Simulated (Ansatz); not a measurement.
# C2H6SSi: the cost of one run

Method: RKS BLYP-D4/STO-3G, in Ansatz 0.2.0.

### 1 Starting point

Bond lengths: C1–C2 1.500 Å, C2–S3 1.828 Å, C1–Si4 1.917 Å, S3–Si4 2.113 Å, C1–H5 1.149 Å, C1–H6 1.126 Å, C2–H7 1.073 Å, C2–H8 1.130 Å, Si4–H9 1.541 Å, Si4–H10 1.412 Å. Angles (14 of 19 angles, heavy atoms first): C1–C2–S3 94.5°, C2–C1–Si4 94.3°, C2–S3–Si4 79.2°, C1–Si4–S3 74.9°, C1–C2–H7 115.5°, C1–C2–H8 114.1°, S3–C2–H7 112.5°, S3–C2–H8 112.1°, C2–C1–H5 114.9°, C2–C1–H6 117.1°, Si4–C1–H5 114.2°, Si4–C1–H6 114.3°, C1–Si4–H9 112.9°, C1–Si4–H10 114.5°.

As a file:

```xyz
10

C    -0.7431    0.1921   -0.2420
C    -0.0552   -1.1123   -0.5147
S     0.8461   -1.1348    1.0755
Si    0.7449    0.9427    0.7053
H    -1.0509    0.7816   -1.1791
H    -1.6985    0.1531    0.3529
H    -0.7029   -1.9602   -0.6314
H     0.6467   -1.0883   -1.3999
H     0.3217    1.7340    1.9584
H     1.7742    1.4410   -0.1221
```

### 2 Relaxing the start

The input, input.yaml:

```yaml
crystal:
  periodic: [false, false, false]
  atoms:
    - { symbol: C, position_ang: [-0.7431, 0.1921, -0.242] }
    - { symbol: C, position_ang: [-0.0552, -1.1123, -0.5147] }
    - { symbol: S, position_ang: [0.8461, -1.1348, 1.0755] }
    - { symbol: Si, position_ang: [0.7449, 0.9427, 0.7053] }
    - { symbol: H, position_ang: [-1.0509, 0.7816, -1.1791] }
    - { symbol: H, position_ang: [-1.6985, 0.1531, 0.3529] }
    - { symbol: H, position_ang: [-0.7029, -1.9602, -0.6314] }
    - { symbol: H, position_ang: [0.6467, -1.0883, -1.3999] }
    - { symbol: H, position_ang: [0.3217, 1.734, 1.9584] }
    - { symbol: H, position_ang: [1.7742, 1.441, -0.1221] }
basis:
  gaussian: { orbitals: STO-3G }
hamiltonian:
  xc: blyp
  dispersion: d4
relax:
  f_tol: 0.02
  max_steps: 40
scf:
  lower_state_search: "off"
```

On the command line:

```sh
$ ansatz run input.yaml --threads 1 --pin off --max-ram 2048MiB --backend cpu --events-out ev --progress --plain --runs-dir out
```

What time and memory should one allow on 1 thread of Arm Neoverse V1, shared host?

About 19 s, with a peak of 0.11 GiB.
